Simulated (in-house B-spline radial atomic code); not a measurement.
# Pb⁴⁺: ionisation energy by several methods

One table from this session's results is given with a row withheld; the runs are named, their logs left out.

The numbers are computed with in-house B-spline radial atomic code version 1 (scalar-relativistic (X2C), several functionals, spin-polarised; spherical all-electron atom at the radial basis limit), except any that are marked as measured or tabulated.

## The system

| Property | Result |
| --- | --- |
| element | lead (Z = 82) |
| charge | +4 |
| electrons | 78 |
| configuration | [Xe] 4f14 5d10 |
| nucleus | Fermi, rms radius 5.501 fm |

Outer shells as boxes (Hund's rule):

[Xe] 4f14 5d10
```
[Xe] core
4f [↑↓][↑↓][↑↓][↑↓][↑↓][↑↓][↑↓]
5d [↑↓][↑↓][↑↓][↑↓][↑↓]
```

Where spins are not typed, each open shell is filled with up spins first.

Set-up of the first run:

Settings of the run:

```ini
Z = 82
electrons = 78.0
configuration = [Xe] 4f14 5d10
hamiltonian = x2c
method = tpss,tpss
spin_polarised = True
nucleus = fermi
rms_radius = 5.5012
mass_number = 208
atomic_mass = 207.976652005
speed_of_light = 137.035999084
```

Steps of the session up to this table: TPSS; PBEsol; RPBE; SCAN; revTPSS.

One of the session's tables, all rows but one given; the rest of the session is left out.

```
 method  ΔSCF (eV)
 PBEsol     69.535
   RPBE          ?
   TPSS     69.508
   SCAN     69.873
revTPSS     69.500
```

Q: Estimate the row for RPBE from the others.

**Answer.** ΔSCF (eV): 69.438. In the column «ΔSCF (eV)» it is the lowest.
